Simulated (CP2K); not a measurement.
# Two attempts at CH2FNOSi (SMILES O=C=N[SiH2]F)

Aim: energy and gradient of CH2FNOSi at GFN2-xTB.

The results are computed with CP2K 2026.2.

2 further runs of the same task are left out: 2 set aside as unsound or not needed.

**1. Starting point**

CH2FNOSi has 7 atoms, charge 0, and is taken as a singlet. SMILES: `O=C=N[SiH2]F`. The shape is that of a PBE0-D4/def2-TZVP optimisation. This is one conformer, not always the lowest.

Bond lengths: O1–C2 1.162 Å, C2–N3 1.195 Å, N3–Si4 1.694 Å, Si4–F5 1.591 Å, Si4–H6 1.475 Å, Si4–H7 1.475 Å. Angles: O1–C2–N3 178.4°, C2–N3–Si4 166.0°, N3–Si4–F5 109.2°, N3–Si4–H6 109.0°, N3–Si4–H7 109.0°, F5–Si4–H6 108.2°, F5–Si4–H7 108.2°, H6–Si4–H7 113.2°.

**2. The input as first written**

The input, gas.inp:

```
&GLOBAL
  PROJECT_NAME gas
  RUN_TYPE ENERGY_FORCE
  PRINT_LEVEL MEDIUM
&END GLOBAL

&FORCE_EVAL
  METHOD QS
  &DFT
    &QS
      METHOD XTB
      EPS_DEFAULT 1.0E-10
      &XTB
        GFN_TYPE TBLITE
        &TBLITE
          METHOD GFN2
        &END TBLITE
        CHECK_ATOMIC_CHARGES F
      &END XTB
    &END QS
    &POISSON
      PERIODIC NONE
      POISSON_SOLVER ANALYTIC
    &END POISSON
    &SCF
      SCF_GUESS ATOMIC
      EPS_SCF 1.0E-06
      MAX_SCF 84
      ADDED_MOS 8
      &DIAGONALIZATION
        ALGORITHM STANDARD
      &END DIAGONALIZATION
      &MIXING
        METHOD DIRECT_P_MIXING
        ALPHA 0.4
      &END MIXING
    &END SCF
    &PRINT
      &MOMENTS
        PERIODIC F
        REFERENCE COM
        MAX_MOMENT 1
      &END MOMENTS
      &MO ON
        ENERGIES T
        OCCUPATION_NUMBERS T
        NDIGITS 6
        &EACH
          QS_SCF 0
        &END EACH
        ADD_LAST NUMERIC
      &END MO
      &HIRSHFELD OFF
      &END HIRSHFELD
    &END PRINT
  &END DFT
  &SUBSYS
    &CELL
      ABC 14.2 18.7 14.7
      PERIODIC NONE
    &END CELL
    &COORD
      O     -1.084325    -5.495324    -1.043129
      C     -0.579957    -3.433443    -0.483959
      N     -0.035905    -1.334525     0.143808
      Si     0.400811     1.829822     0.356969
      F     -0.794063     3.157732    -2.061691
      H     -0.926533     2.778464     2.616893
      H      3.135623     2.368961     0.384937
    &END COORD
    &TOPOLOGY
      &CENTER_COORDINATES
      &END CENTER_COORDINATES
    &END TOPOLOGY
  &END SUBSYS
  &PRINT
    &FORCES ON
    &END FORCES
  &END PRINT
&END FORCE_EVAL
```

Run with:

```console
$ OMP_NUM_THREADS=1 cp2k.psmp gas.inp > gas.out
```

Log:

```text
CP2K| version string:                                       CP2K version 2026.2
 CP2K| Input file name                                                   gas.inp

 GLOBAL| Basis set file name                                           BASIS_SET
 GLOBAL| Potential file name                                           POTENTIAL
 GLOBAL| Coordinate file name                                      __STD_INPUT__
 GLOBAL| Method name                                                        CP2K
 GLOBAL| Project name                                                        gas
 GLOBAL| Run type                                                   ENERGY_FORCE
 GLOBAL| FFT library                                                       FFTW3
 GLOBAL| Diagonalization library                                       ScaLAPACK
 GLOBAL| Global print level                                               MEDIUM
 GLOBAL| Total number of message passing processes                             1
 GLOBAL| Number of threads for this process                                    1
 GLOBAL| CPU model name                                                  UNKNOWN

[... 48 lines left out ...]
 xTB| tblite SCC mixer min weight:                                     1.000E+00
[... 1 line left out ...]
 xTB| tblite SCC mixer weight factor:                                  1.000E-02
[... 255 lines left out ...]
  Core Hamiltonian energy:                                    -14.11050120495342
[... 1 line left out ...]
  Electrostatic energy:                                         9.00521967968755
[... 1 line left out ...]
  Non-self consistent dispersion energy:                       -0.00001166010328
[... 2 lines left out ...]
  Fermi energy:                                                -0.43887091390279
[... 1 line left out ...]
  Total energy:                                                -5.15858169277092
  Total energy (extrapolated to T->0):                         -5.15674894904691

 *******************************************************************************
 *   ___                                                                       *
 *  /   \                                                                      *
 * [ABORT]                                                                     *
 *  \___/     SCF run NOT converged. To continue the calculation regardless,   *
 *    |             please set the keyword IGNORE_CONVERGENCE_FAILURE.         *
 *  O/|                                                                        *
 * /| |                                                                        *
 * / \                                                            qs_scf.F:702 *
 *******************************************************************************

 ===== Routine Calling Stack =====

            4 scf_env_do_scf
            3 qs_energies
            2 qs_forces
            1 CP2K

Program received signal SIGABRT: Process abort signal.

Backtrace for this error:
#0  0x442ccd91f957 in ???
#1  0x442cee1d4cac in __pthread_kill_implementation
#2  0x442cee17bfb7 in raise
#3  0x442cee165d37 in abort
#4  0x442ccdff2d83 in ???
#5  0x442ccdff4297 in ???
#6  0x442cceec99ab in ???
#7  0x442cceed3c7b in ???
#8  0x442cced4555b in ???
#9  0x442ccdbd4d13 in ???
#10  0x442ccd9ca0cf in ???
#11  0x442cce2a745f in ???
#12  0x442cce2a9d0b in ???
#13  0x442ccd9c0db3 in ???
#14  0x442ccd9bef13 in ???
#15  0x442cee166573 in __libc_start_call_main
#16  0x442cee166657 in __libc_start_main_impl
#17  0x442ccd9bf06f in ???
#18  0xffffffffffffffff in ???
```

Wall time 0.36 s (1 thread of Arm Neoverse V1, shared host).

**3. What went wrong**

The iterations ended before the threshold was met.

The telling line is `\___/     SCF run NOT converged. To continue the calculation regardless,`. What is wrong: numbers in bohr are read as ångström, which stretches the molecule by 1.89. As the program read them, the closest atoms are 2.20 Å apart, against 1.16 Å in the sound input.

**4. Try two**

The input, mol.inp:

```
&FORCE_EVAL
  METHOD Quickstep
  &DFT
    CHARGE 0
    MULTIPLICITY 1
    ! Quickstep
    &QS
      METHOD XTB
      EPS_DEFAULT 1.0E-10
      &XTB
        GFN_TYPE TBLITE
        &TBLITE
          METHOD GFN2
        &END TBLITE
        CHECK_ATOMIC_CHARGES F
      &END XTB
    &END QS
    &POISSON
      PERIODIC NONE
      POISSON_SOLVER ANALYTIC
    &END POISSON
    ! SCF settings
    &SCF
      SCF_GUESS ATOMIC
      EPS_SCF 1.0E-06
      MAX_SCF 150
      ADDED_MOS 8
      &DIAGONALIZATION
        ALGORITHM STANDARD
      &END DIAGONALIZATION
      &MIXING
        METHOD DIRECT_P_MIXING
        ALPHA 0.4
      &END MIXING
    &END SCF
    ! extra output
    &PRINT
      &MOMENTS
        PERIODIC F
        REFERENCE COM
        MAX_MOMENT 1
      &END MOMENTS
      &MO ON
        ENERGIES T
        OCCUPATION_NUMBERS T
        NDIGITS 6
        &EACH
          QS_SCF 0
        &END EACH
        ADD_LAST NUMERIC
      &END MO
      &HIRSHFELD OFF
      &END HIRSHFELD
    &END PRINT
  &END DFT
  &SUBSYS
    ! vacuum box
    &CELL
      ABC [angstrom] 12.2 14.6 12.5
      PERIODIC NONE
    &END CELL
    &COORD
      O     -0.573800    -2.908000    -0.552000
      C     -0.306900    -1.816900    -0.256100
      N     -0.019000    -0.706200     0.076100
      Si     0.212100     0.968300     0.188900
      F     -0.420200     1.671000    -1.091000
      H     -0.490300     1.470300     1.384800
      H      1.659300     1.253600     0.203700
    &END COORD
    &TOPOLOGY
      &CENTER_COORDINATES
      &END CENTER_COORDINATES
    &END TOPOLOGY
  &END SUBSYS
  &PRINT
    &FORCES ON
    &END FORCES
  &END PRINT
&END FORCE_EVAL

&GLOBAL
  PROJECT mol
  RUN_TYPE ENERGY_FORCE
  PRINT_LEVEL MEDIUM
&END GLOBAL
```

Run with:

```console
$ OMP_NUM_THREADS=1 cp2k.psmp -i mol.inp > mol.out 2>&1
```

Log:

```text
CP2K| version string:                                       CP2K version 2026.2
[...]
 GLOBAL| Method name                                                        CP2K
[...]
 GLOBAL| Run type                                                   ENERGY_FORCE
[...]
                             - Atoms:                                          7
[...]
                             - Spherical basis functions:                     27
[...]
 Number of electrons:                                                         28
[...]
  *** SCF run converged in    18 steps ***
[...]
  Fermi energy:                                                -0.26241659727889
[...]
 TB_DIPOLE| Moment [Debye]          1.00320292       1.51381755       1.55775216
 TB_DIPOLE| Derivative [a.u.]       0.00000000       0.00000000       0.00000000
[...]
 ENERGY| Total FORCE_EVAL ( QS ) energy [hartree]            -16.727157490771607
 FORCES| Atomic forces [hartree/bohr]
 FORCES|   Atom     x               y               z               |f|
 FORCES|      1  4.73288087E-03  1.66778162E-02  5.76021108E-03   1.82682716E-02
 FORCES|      2 -1.41193166E-03 -1.45196396E-03 -2.38743859E-03   3.13075284E-03
 FORCES|      3 -5.02674818E-03 -2.29283825E-02 -5.02007248E-03   2.40037507E-02
 FORCES|      4  1.08138338E-02  1.30885197E-02  1.71737760E-02   2.41492636E-02
 FORCES|      5 -2.16269246E-03  1.20478948E-03 -4.15423784E-03   4.83595373E-03
 FORCES|      6  1.62081706E-03 -3.81860733E-03 -8.47935908E-03   9.43972141E-03
 FORCES|      7 -8.56615937E-03 -2.77217161E-03 -2.89287910E-03   9.45689015E-03
 FORCES| Sum     5.03069808E-17 -2.75387352E-16  1.39645240E-16
 FORCES| Total atomic force                                       3.12841460E-16
[...]
```

It took 0.28 s on 1 thread of Arm Neoverse V1, shared host.

**5. Outcome**

At GFN2-xTB:

| quantity | value |
| --- | --- |
| total energy | -16.72716 Eh |
| dipole moment (from atomic charges alone) | 2.39 D |
| HOMO energy | -11.93 eV |
| LUMO energy | -6.24 eV |
| HOMO–LUMO gap | 5.69 eV |
| largest force on an atom | 1.242 eV/Å |

**Reading.** The dipole comes from point charges on the atoms alone, without atomic dipoles, so it is partial. The largest force is 1.24 eV/Å: the shape isn't a stationary point for this species at this level.
